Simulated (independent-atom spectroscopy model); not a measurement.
# Angle-resolved XPS of Sc on Si

Aim: the ratio of the Sc 2p3/2 peak of the film to the Si 2s peak of the substrate as the sample is tilted.

The numbers are computed with independent-atom spectroscopy model (version 2): angle-resolved photoelectron peak ratio of a uniform film on a substrate: exponential attenuation with lengths from TPP-2M (nominal gaps) and the elastic albedo, Dirac-Hartree-Slater cross sections, magic-angle geometry.

### Step 1. Film and substrate

1.9 nm of Sc (2.74 g/cm³) on Si (2.33 g/cm³).

### Step 2. Calculation

Input values:

```json
{
  "film": "Sc",
  "film_density": 2.74,
  "base": "Si",
  "base_density": 2.33,
  "photon_energy": 1253.6,
  "film_peak": "Sc 2p3/2",
  "base_peak": "Si 2s",
  "thickness": 1.9,
  "emission_angle": [0, 10, 20, 30, 40, 45, 50, 55]
}
```

Units: film_density in g/cm³, base_density in g/cm³, photon_energy in eV, thickness in nm, emission_angle in degrees.

Q: Predict the outcome of this session. Wanted: ratio at normal emission; ratio at 55°.

The runs gave:

| quantity | value |
| --- | --- |
| ratio at normal emission | 4.00 |
| ratio at 55° | 9.32 |
| attenuation length of the substrate peak in the film | 2.49 nm |
| thickness over that length | 0.76 |

In words: The film is 0.76 attenuation lengths thick, so 47 % of the substrate's signal gets out at 0°. Tilting to 55° lengthens the path by 1/cos θ and raises the ratio 2.3-fold. Islands, roughness and grazing exit, where elastic scattering matters more, are outside the model.
